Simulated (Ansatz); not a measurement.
# CH₆O₃Zr: small, medium and large basis sets

Aim: see how fast density functionals converge with the basis set for CH₆O₃Zr.

Method: one geometry, several basis sets; program: Ansatz 0.2.0, Gaussian basis.

The runs, in order: PBE0-D4/def2-SVP; ωB97M-V/def2-SVP; PBE0-D4/def2-QZVPP; ωB97M-V/def2-QZVPP; the functionals' def2-TZVPP values are taken from earlier runs.

### Step 1. Structure used throughout

The geometry comes from an earlier relaxation with PBE0-D4 in a triple-zeta def2 set; it is a stationary point, not always the lowest conformer. Zr takes the def2 core potential; no spin-orbit term is included.

SMILES `[CH3][Zr]([OH])([OH])[OH]`, 11 atoms, charge 0, spin multiplicity 1.

Atoms are counted from 1 here; the program's logs count them from 0.

Bond lengths: C1–Zr2 2.233 Å, C1–H6 1.096 Å, C1–H7 1.096 Å, C1–H8 1.096 Å, Zr2–O3 1.925 Å, Zr2–O4 1.925 Å, Zr2–O5 1.925 Å, O3–H9 0.952 Å, O4–H10 0.952 Å, O5–H11 0.952 Å. Angles: Zr2–C1–H6 111.2°, Zr2–C1–H7 111.2°, Zr2–C1–H8 111.2°, H6–C1–H7 107.7°, H6–C1–H8 107.7°, H7–C1–H8 107.7°, C1–Zr2–O3 105.5°, C1–Zr2–O4 105.5°, C1–Zr2–O5 105.5°, O3–Zr2–O4 113.1°, O3–Zr2–O5 113.1°, O4–Zr2–O5 113.1°, Zr2–O3–H9 165.7°, Zr2–O4–H10 165.7°, Zr2–O5–H11 165.7°.

### Step 2. PBE0-D4 in def2-SVP

in.yaml

```yaml
crystal:
  periodic: [false, false, false]
  atoms:
    - {symbol: C, position_ang: [-1.517948, 0.694621, 0.392857]}
    - {symbol: Zr, position_ang: [0.458808, -0.209913, -0.118738]}
    - {symbol: O, position_ang: [1.258543, -0.686816, 1.566075]}
    - {symbol: O, position_ang: [1.428328, 1.165806, -1.053133]}
    - {symbol: O, position_ang: [0.057210, -1.734539, -1.223183]}
    - {symbol: H, position_ang: [-1.395740, 1.579021, 1.028157]}
    - {symbol: H, position_ang: [-2.056854, 1.003984, -0.509691]}
    - {symbol: H, position_ang: [-2.151638, -0.018506, 0.931938]}
    - {symbol: H, position_ang: [1.754484, -1.093390, 2.269338]}
    - {symbol: H, position_ang: [2.095532, 1.737417, -1.419112]}
    - {symbol: H, position_ang: [0.069286, -2.437676, -1.864498]}
basis:
  gaussian: {orbitals: def2-SVP}
hamiltonian: {xc: pbe0, dispersion: d4}
output: {orbitals: {seedname: orbitals}}
```

The run is started by

```bash
$ ansatz run in.yaml --threads 4 --pin off --events-out ev --progress --plain --max-ram 10444MiB
```

The runs that follow: ωB97M-V in def2-SVP; PBE0-D4 in def2-QZVPP; ωB97M-V in def2-QZVPP.

Before running them: what should the planned runs give, taken together? Wanted: PBE0-D4: double and triple zeta above quadruple; ωB97M-V: double and triple zeta above quadruple.

As calculated:

| quantity | value |
| --- | --- |
| PBE0-D4: double and triple zeta above quadruple | 9.69, 0.52 eV |
| ωB97M-V: double and triple zeta above quadruple | 9.94, 0.50 eV |

In words: PBE0-D4 gains 9.17 eV from double to triple zeta, then 0.52 eV more. These are total energies; as a rule much of such shifts cancels in differences, which this series doesn't test. The LUMO of ωB97M-V is positive and keeps falling with the basis (1.05 to 0.49 eV): an unbound level that the basis holds in place.
